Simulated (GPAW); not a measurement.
Runs of GPAW 26.7.0 on HPbNO4. The typed cell holds 7 atoms: a = 4.204 Å, b = 4.339 Å, c = 6.729 Å, α = 71.95°, β = 72.29°, γ = 62.23°. The cell was built by a generator and needn't be a form met in nature.

```csv
level,potentials or basis,gap on the mesh (eV),pressure (GPa),largest force (eV/Å)
LDA,"the program's PAW data sets (release 1.2.1) made for this functional, pw",2.78,(c),(d)
AM05,"PAW data sets generated in the run's folder for this functional, pw",2.86,-2.5,0.51
r2SCAN,"GPAW PAW data sets (gpaw-data 1.2.1), pw",3.20,-3.4,0.65
PW91,"PAW data sets generated in the run's folder for this functional, pw",2.86,(a),(b)
SCAN,"GPAW PAW data sets (gpaw-data 1.2.1), pw",3.18,-4.0,-
```

Alike in all rows: task band structure; no spin polarisation; cell as given; k mesh 5 × 5 × 3; cutoff (eV) 800; smearing fermi-dirac 0.05 eV.

Problem. Estimate the missing entries.

Solution. (a) -0.6; (b) 0.07; (c) -6.2; (d) 0.74.

Caveats: spin-orbit coupling is left out, which as a rule narrows the gap of such compounds by several tenths of an eV; the PAW data sets were made with another functional, which shifts forces and pressure a little (some runs); the forces don't sum to zero, a sign of grid noise (some runs).

A k mesh can miss the band edges, and the runs leave out spin-orbit coupling on Pb.

Runs at the PBE level aren't shown here.
